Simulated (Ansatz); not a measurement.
# Y3Ge in Ansatz: convergence with scf exx energy threshold

The system is Y3Ge.

```xyz
4
Lattice="-2.2654 2.2654 5.1970 2.2654 -2.2654 5.1970 2.2654 2.2654 -5.1970" Properties=species:S:1:pos:R:3 pbc="T T T"
Y     0.0000    0.0000    5.1970
Y     2.2654    0.0000    2.5985
Y     0.0000    2.2654    2.5985
Ge    0.0000    0.0000    0.0000
```

The cell comes from a database or a generator and needn't be the stable form of this composition.

| Item | Value |
| --- | --- |
| Program | Ansatz 0.2.0 |
| Task | convergence study |
| Functional | PBE0 |
| Potentials or basis | Ansatz PAW |
| Cutoff | 420 eV (not typed: the program's choice for these potentials) |
| k mesh | 4 × 4 × 4 |
| Occupations | fermi-dirac, width 0.05 eV |
| Spin | no spin polarisation |

These are the settings of the first run; the series varies scf exx energy threshold, with any setting tied to it.

Hardware: 2 threads of Arm Neoverse V2, on a shared host.

```tsv
scf exx energy threshold	energy less the tightest run, at zero smearing (meV/atom)	SCF cycles	CPU time (s)	peak memory (GiB)
0.01	0.00	29	76	1.7
0.001	0.00	29	75	1.7
0.0001	0.00	29	74	1.7
1e-05	0.00	29	77	1.7
1e-06	0.00	32	88	1.7
1e-07	0.00	34	89	1.7
```

Against the tightest run, the energy stays within 1 meV/atom from 0.01 on. The tightest run that finished is the yardstick and may itself not be fully converged.

Caveat, for the tightest run too: the k mesh is coarse (spacing up to 0.49 Å⁻¹), so the values aren't converged, least of all with exact exchange.
